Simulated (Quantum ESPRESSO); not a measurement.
WS2:

```xyz
6
Lattice="3.1800 0.0000 0.0000 -1.5900 2.7540 0.0000 0.0000 0.0000 12.5000" Properties=species:S:1:pos:R:3 pbc="T T T"
W     0.0000    1.8360    3.1250
W     1.5900    0.9180    9.3750
S     0.0000    1.8360    7.7500
S     1.5900    0.9180    1.5000
S     0.0000    1.8360   11.0000
S     1.5900    0.9180    4.7500
```

Base run:

* Program: Quantum ESPRESSO 7.5
* Functional: LDA
* Potentials or basis: PseudoDojo 0.4.1 SR PBE standard
* Cutoff: 1007 eV
* Density cutoff: 4027 eV
* k mesh: 7 × 7 × 2
* Occupations: gaussian, width 0.05 eV
* Spin: collinear spin, ferromagnetic start
* Starting moments: [2.0, 2.0, 0.0, 0.0, 0.0, 0.0] μB
* Hubbard terms: W d U = 3 eV

Its results: band gap on the k mesh 1.10 eV, indirect (least direct gap 2.18 eV); pressure -10.0 GPa; net moment 0.00 μB per cell; largest force 1.314 eV/Å.

Task: After a change of settings the same cell gave: band gap on the k mesh 1.21 eV, indirect (least direct gap 2.19 eV); pressure -1.1 GPa; net moment 0.00 μB per cell; largest force 1.016 eV/Å. Which change was it?
A. functional from LDA to RPBE
B. functional from LDA to PBEsol
C. functional from LDA to PW91

Result: A.

RPBE binds less tightly than LDA, so the same cell stands under more pressure.

Caveats: the potentials were made for another functional, which shifts forces and pressure; spin-orbit coupling is left out, which moves the levels of the heavy elements; an odd mesh through Γ misses points on the zone boundary, where band edges often lie; this functional lacks dispersion, which binds the layers, so the pressure and a relaxed spacing across them are unreliable (some runs).

Runs at the PBE level aren't shown here.
